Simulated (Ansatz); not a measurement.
# C₂H₅BGe: a ladder of functionals and wavefunction methods

One table from this session's results is given with a row withheld; the runs are named, their logs left out.

Method: functionals in def2-TZVPP, the program's frozen cores in correlated methods; program: Ansatz 0.2.0, Gaussian basis.

Plan: LDA (SPW92), PBE-D4, revPBE-D4, BLYP-D4, r2SCAN-D4, B97M-V, PBE0-D4, B3LYP-D4, r2SCANh-D4, r2SCAN0-D4, HSE06-D4, BHLYP-D4, CAM-B3LYP-D4, LC-ωPBE, ωB97X-V, ωB97M-V, B2PLYP, PBE-QIDH; CCSD(T)/def2-SVP; CCSD(T)/def2-TZVPP; MP2/def2-QZVPP; extrapolation to the limit; RPA on PBE.

### The relaxed structure

The geometry comes from an earlier relaxation with PBE0-D4 in a triple-zeta def2 set; it is a stationary point, not always the lowest conformer.

SMILES `[BH]1C=[CH][GeH2]1`, 9 atoms, charge 0, spin multiplicity 1.

Atoms are counted from 1 here; the program's logs count them from 0.

Bond lengths: B1–C2 1.524 Å, B1–Ge4 2.067 Å, B1–H5 1.193 Å, C2–C3 1.360 Å, C2–H6 1.088 Å, C3–Ge4 1.975 Å, C3–H7 1.090 Å, Ge4–H8 1.537 Å, Ge4–H9 1.542 Å. Angles: C2–B1–Ge4 89.5°, C2–B1–H5 129.7°, Ge4–B1–H5 137.9°, B1–C2–C3 100.5°, B1–C2–H6 132.6°, C3–C2–H6 124.8°, C2–C3–Ge4 98.4°, C2–C3–H7 125.1°, Ge4–C3–H7 136.3°, B1–Ge4–C3 66.6°, B1–Ge4–H8 119.5°, B1–Ge4–H9 126.4°, C3–Ge4–H8 110.4°, C3–Ge4–H9 117.9°, H8–Ge4–H9 108.6°.

The first run:

Input file in.yaml:

```yaml
crystal:
  periodic: [false, false, false]
  atoms:
    - {symbol: B, position_ang: [-0.758974, 0.858241, -0.544819]}
    - {symbol: C, position_ang: [0.757781, 0.767748, -0.666732]}
    - {symbol: C, position_ang: [1.027783, -0.157718, 0.292848]}
    - {symbol: Ge, position_ang: [-0.770785, -0.961800, 0.434463]}
    - {symbol: H, position_ang: [-1.478228, 1.802192, -0.666044]}
    - {symbol: H, position_ang: [1.498971, 1.413418, -1.133639]}
    - {symbol: H, position_ang: [1.983397, -0.268663, 0.806158]}
    - {symbol: H, position_ang: [-0.842958, -2.260682, -0.384903]}
    - {symbol: H, position_ang: [-1.328386, -1.239237, 1.845568]}
basis:
  gaussian: {orbitals: def2-TZVPP}
hamiltonian: {xc: lda}
output: {orbitals: {seedname: orbitals}}
```

The run is started by

```console
$ ansatz run in.yaml --threads 2 --pin off --events-out ev --progress --plain --max-ram 4352MiB
```

Steps of the session up to this table: LDA; PBE-D4 (GGA); revPBE-D4 (GGA); BLYP-D4 (GGA); r2SCAN-D4 (meta-GGA); B97M-V (meta-GGA); B3LYP-D4 (hybrid); r2SCANh-D4 (hybrid); r2SCAN0-D4 (hybrid); HSE06-D4 (hybrid); BHLYP-D4 (hybrid); CAM-B3LYP-D4 (range-separated); LC-ωPBE (range-separated); ωB97X-V (range-separated); ωB97M-V (range-separated); B2PLYP (double hybrid); PBE-QIDH (double hybrid).

One of the session's tables, all rows but one given; the rest of the session is left out.

It belongs to the step «Orbital energies across the functionals». 

| functional | HOMO (eV) | LUMO (eV) | gap (eV) |
| --- | --- | --- | --- |
| LDA (SPW92) | -6.49 | -3.03 | 3.46 |
| PBE-D4 | -6.37 | -2.78 | 3.59 |
| revPBE-D4 | ? | ? | ? |
| BLYP-D4 | -6.24 | -2.60 | 3.65 |
| r2SCAN-D4 | -6.61 | -2.50 | 4.11 |
| B97M-V | -6.66 | -2.46 | 4.20 |
| PBE0-D4 | -7.49 | -1.75 | 5.73 |
| B3LYP-D4 | -7.30 | -1.95 | 5.35 |
| r2SCANh-D4 | -7.02 | -2.14 | 4.89 |
| r2SCAN0-D4 | -7.64 | -1.60 | 6.04 |
| HSE06-D4 | -7.09 | -2.14 | 4.95 |
| BHLYP-D4 | -8.51 | -0.62 | 7.89 |
| CAM-B3LYP-D4 | -8.80 | -0.59 | 8.21 |
| LC-ωPBE | -10.11 | 0.55 | 10.66 |
| ωB97X-V | -9.78 | 0.47 | 10.25 |
| ωB97M-V | -9.61 | 0.28 | 9.89 |

Estimate the missing values for revPBE-D4.

The run gave: HOMO (eV): -6.32; LUMO (eV): -2.68; gap (eV): 3.64. In the column «HOMO (eV)» it lies between PBE-D4 (-6.37) and BLYP-D4 (-6.24).
